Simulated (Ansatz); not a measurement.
# Rb2HfS2: the cost of one run

Computed with Ansatz 0.2.0 (reference: DFT PBE, plane waves, PAW, scalar-relativistic, no spin polarisation, unless a step's input says otherwise).

**1. The system as given**

Symmetry: Ibam, No. 72, orthorhombic system. The conventional cell has a = 7.277 Å, b = 13.571 Å, c = 6.507 Å, α = 90.00°, β = 90.00°, γ = 90.00°. Around Rb (site symmetry m) lie 6 S at 3.40 to 3.90 Å and 2 Hf at 3.57 Å. Around S (site symmetry m) lie 2 Hf at 2.55 Å and 5 Rb at 3.40 to 3.56 Å. Hf (site symmetry 222) is surrounded by 4 S at 2.55 Å.

Coordinates:

```cif
data_structure
_symmetry_space_group_name_H-M 'Ibam'
_symmetry_Int_Tables_number 72
_cell_length_a 7.2767
_cell_length_b 13.5705
_cell_length_c 6.5066
_cell_angle_alpha 90.000
_cell_angle_beta 90.000
_cell_angle_gamma 90.000
_cell_volume 642.52
loop_
_atom_site_label
_atom_site_type_symbol
_atom_site_symmetry_multiplicity
_atom_site_Wyckoff_symbol
_atom_site_fract_x
_atom_site_fract_y
_atom_site_fract_z
_atom_site_occupancy
Rb1 Rb 8 j 0.33930 0.14753 0.50000 1
S1 S 8 j 0.69020 0.39752 0.00000 1
Hf1 Hf 4 a 0.00000 0.00000 0.75000 1
```

**2. Reference**

The input, input.yaml:

```yaml
crystal:
  lattice:
    - [0.0, 0.0, 6.506645]
    - [7.276674, 0.0, 0.0]
    - [3.638337, 6.785261, -3.253323]
  atoms:
    - { symbol: Rb, position: [0.14753, 0.19177, 0.29506] }
    - { symbol: Rb, position: [0.85247, 0.80823, 0.70494] }
    - { symbol: Rb, position: [0.35247, 0.48683, 0.70494] }
    - { symbol: Rb, position: [0.64753, 0.51317, 0.29506] }
    - { symbol: S, position: [0.89752, 0.29268, 0.79504] }
    - { symbol: S, position: [0.10248, 0.70732, 0.20496] }
    - { symbol: S, position: [0.60248, 0.08772, 0.20496] }
    - { symbol: S, position: [0.39752, 0.91228, 0.79504] }
    - { symbol: Hf, position: [0.25, 0.0, 0.0] }
    - { symbol: Hf, position: [0.75, 0.0, 0.0] }
  symmetry: { tolerance: 0.0003 }
kpoints:
  mp_grid: { grid: [3, 3, 3], shift: [0, 0, 0] }
magnetization:
  spin_polarized: false
scf:
  occupations: { method: fermi_dirac }
hamiltonian:
  pseudopotentials: { kind: paw }
  xc: pbe
basis:
  ecutwfc: 420
output:
  forces: true
  stress: true
  eigenvalues: true
```

Command:

```
ansatz run input.yaml --threads 1 --pin off --max-ram 2560MiB --backend cpu --events-out ev --progress --plain --runs-dir out
```

**Question.** How long does this run take on 1 thread of Intel Xeon Platinum 8375C at 2.90GHz (Ice Lake), shared host, and how much memory does it need?

About 17 s, with a peak of 0.62 GiB.
